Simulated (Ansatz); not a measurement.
# BFH2Se: vertical ionisation energy

The task here is to estimate one member of a computed series from the others.

Program: Ansatz 0.2.0, Gaussian basis. Level of theory: unrestricted cation, the program's frozen cores in correlated methods. These are calculated values, not measurements.

Levels to be run: UKS PBE-D4/def2-TZVPP; UKS r2SCAN-D4/def2-TZVPP; UKS PBE0-D4/def2-TZVPP; UKS B3LYP-D4/def2-TZVPP; UKS wB97X-V/def2-TZVPP; UKS wB97M-V/def2-TZVPP; UKS B2PLYP/def2-TZVPP; UHF-CCSD(T)/def2-TZVPP; UHF-CCSD(T)/def2-QZVPP; extrapolation to the limit; then −ε(HOMO) from the neutral's earlier runs with LDA (SPW92), PBE-D4, revPBE-D4, BLYP-D4, r2SCAN-D4, B97M-V, PBE0-D4, B3LYP-D4, r2SCANh-D4, r2SCAN0-D4, HSE06-D4, BHLYP-D4, CAM-B3LYP-D4, LC-ωPBE, ωB97X-V, ωB97M-V.

## The geometry

An earlier PBE0-D4 in a triple-zeta def2 set relaxation fixed the geometry.

5 atoms, charge 0, spin multiplicity 1.

Atoms are counted from 1 here; the program's logs count them from 0.

Bond lengths: F1–B2 1.320 Å, B2–Se3 1.934 Å, B2–H4 1.193 Å, Se3–H5 1.467 Å. Angles: F1–B2–Se3 118.0°, F1–B2–H4 119.8°, Se3–B2–H4 122.2°, B2–Se3–H5 93.3°.

Set-up of the first run:

in.yaml reads:

```yaml
crystal:
  periodic: [false, false, false]
  atoms:
    - {symbol: F, position_ang: [-0.285900, -1.627166, 0.824315]}
    - {symbol: B, position_ang: [-0.277503, -0.532157, 0.086991]}
    - {symbol: Se, position_ang: [1.102213, 0.780013, 0.426212]}
    - {symbol: H, position_ang: [-1.106882, -0.379256, -0.757477]}
    - {symbol: H, position_ang: [0.617971, 1.684965, -0.621442]}
basis:
  gaussian: {orbitals: def2-TZVPP}
total_charge: 1
magnetization: {spin_polarized: true, initial_magnetization: 1}
hamiltonian: {xc: pbe, dispersion: d4}
```

Launch:

```console
ansatz run in.yaml --threads 2 --pin off --events-out ev --progress --plain --max-ram 32768MiB --backend cpu
```

Steps of the session up to this table: Cation, UKS PBE-D4/def2-TZVPP; Cation, UKS r2SCAN-D4/def2-TZVPP; Cation, UKS PBE0-D4/def2-TZVPP; Cation, UKS B3LYP-D4/def2-TZVPP; Cation, UKS wB97X-V/def2-TZVPP; Cation, UKS wB97M-V/def2-TZVPP; Cation, UKS B2PLYP (frozen core)/def2-TZVPP; Cation, UHF-CCSD(T)/def2-TZVPP; Cation, UHF-CCSD(T)/def2-QZVPP.

One table of the session follows, with a row left open; its other results are not shown here.

For comparison, −ε(HOMO) of the neutral from earlier runs:

```
  functional  −ε(HOMO) (eV)
 LDA (SPW92)           6.84
      PBE-D4           6.67
   revPBE-D4              ?
     BLYP-D4           6.49
   r2SCAN-D4           6.95
      B97M-V           6.96
     PBE0-D4           7.80
    B3LYP-D4           7.55
  r2SCANh-D4           7.36
  r2SCAN0-D4           7.98
    HSE06-D4           7.40
    BHLYP-D4           8.75
CAM-B3LYP-D4           9.06
     LC-ωPBE          10.41
     ωB97X-V          10.06
     ωB97M-V           9.93
```

Q: Estimate the row for revPBE-D4 from the others.

The run gave: −ε(HOMO) (eV): 6.61. In the column «−ε(HOMO) (eV)» it lies between BLYP-D4 (6.49) and PBE-D4 (6.67).
